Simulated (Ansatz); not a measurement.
**GeSe (Germanium monoselenide) at RPA@PBE0/aug-cc-pVTZ**

What is the energy change on altering one bond length of GeSe (Germanium monoselenide) at RPA@PBE0/aug-cc-pVTZ? 

Program for the calculation: Ansatz 0.2.0.

30 further runs of the same task are left out: 30 set aside as unsound or not needed.

## 1. The structure to begin with

GeSe: 2 atoms, total charge 0, spin state singlet. As SMILES, `[Ge-]#[Se+]`. Geometry: the measured bond length.

Bond lengths: Ge1–Se2 2.135 Å.

## 2. A single-point energy at RPA@PBE0/aug-cc-pVTZ

The input, job.yaml:

```yaml
crystal:
  periodic: [false, false, false]
  atoms:
    - {symbol: Ge, position_ang: [0.000000, 0.000000, 0.000000]}
    - {symbol: Se, position_ang: [0.000000, 0.000000, 2.134629]}
basis:
  gaussian: {orbitals: aug-cc-pVTZ}
magnetization: {spin_polarized: false, initial_magnetization: 0}
correlation: {method: rpa, frozen_orbitals: {Ge: 9, Se: 9}}
hamiltonian: {xc: pbe0}
accuracy: high
```

Launch:

```bash
$ ansatz run job.yaml --threads 1 --pin off --max-ram 3480MiB --events-out events.jsonl --progress --plain --runs-dir runs
```

Log:

```text
Warning: RAYON_NUM_THREADS=1 ignored (pool sized by the plan → 1); use --threads N
Functional definition: PBE0
  name "PBE0"
  parameter a = 0.25
  parameter kappa = 0.804
  parameter beta = 0.06672455060314922
  exchange = (1 - a)*pbe_x(kappa = kappa, mu = beta*pi^2/3) + a*exact_x
  correlation = pbe_c(beta = beta)
1490 factors; integrals over basis functions are off by at most 4.0e-9 eV
mean field evaluation 1: about -121854.8905 eV, gradient 2.0e1 eV
mean field evaluation 2: about -121854.9396 eV, gradient 2.0e1 eV
mean field evaluation 4: about -121856.0865 eV, gradient 5.0e0 eV
mean field evaluation 8: about -121856.1736 eV, gradient 2.9e-1 eV
mean field evaluation 16: about -121856.1739 eV, gradient 1.1e-5 eV
mean field -121856.17385281 eV, -4478.1317920095 hartree, gradient 9.1e-8 eV, S^2 0.000000; 0 other end points of the search recorded, 0 dependent functions left out
18 core orbitals not correlated: weight in the atoms' cores, before any rotation towards them, 1.000 or more for the frozen orbitals, at most 0.000 for the correlated occupied ones
reference -121779.53695862 eV, -4475.3154380945 hartree; 15, 15 occupied and 85, 85 virtual orbitals, 1490 factors
Total energy: -121794.34945493 eV, -4475.8597872934 hartree
```

Wall time 17 s (1 thread of Arm Neoverse V2, shared host); peak memory 0.34 GiB.

## 3. The distorted shape, same level

The input, run.yaml:

```yaml
crystal:
  periodic: [false, false, false]
  atoms:
    - {symbol: Ge, position_ang: [0.000000, 0.000000, -0.320171]}
    - {symbol: Se, position_ang: [0.000000, 0.000000, 2.134629]}
basis:
  gaussian: {orbitals: aug-cc-pVTZ}
hamiltonian: {xc: pbe0}
accuracy: high
correlation: {method: rpa, frozen_orbitals: {Ge: 9, Se: 9}}
```

Launch:

```bash
$ ansatz run run.yaml --threads 1 --pin off --max-ram 3480MiB --events-out events.jsonl --progress --plain --runs-dir runs
```

Log (excerpt; [...] marks lines left out):

```text
Warning: RAYON_NUM_THREADS=1 ignored (pool sized by the plan → 1); use --threads N
[... 2 set-up lines as earlier in the session ...]
[...]
1504 factors; integrals over basis functions are off by at most 4.0e-9 eV
[...]
mean field -121855.37769356 eV, -4478.1025336966 hartree, gradient 7.0e-9 eV, S^2 0.000000; 0 other end points of the search recorded, 0 dependent functions left out
18 core orbitals not correlated: weight in the atoms' cores, before any rotation towards them, 1.000 or more for the frozen orbitals, at most 0.000 for the correlated occupied ones
reference -121778.48508032 eV, -4475.2767822800 hartree; 15, 15 occupied and 85, 85 virtual orbitals, 1504 factors
Total energy: -121793.62959490 eV, -4475.8333329253 hartree
```

It took 18 s on 1 thread of Arm Neoverse V2, shared host; peak memory 0.43 GiB.

## 4. Summary of results

At RPA@PBE0/aug-cc-pVTZ, 18 core orbitals frozen:

```
                                                           quantity           value
                                          first shape: total energy  -4475.85979 Eh
                      first shape: RPA correlation energy (valence)      -544.3 mEh
                                      distorted shape: total energy  -4475.83333 Eh
                  distorted shape: RPA correlation energy (valence)      -556.6 mEh
energy change with the Ge1–Se2 bond stretched from 2.135 to 2.455 Å        0.720 eV
```

With the Ge1–Se2 bond stretched from 2.135 to 2.455 Å the energy rises by 0.72 eV (16.6 kcal/mol). The first shape isn't relaxed at this level, so the change isn't measured from a minimum.
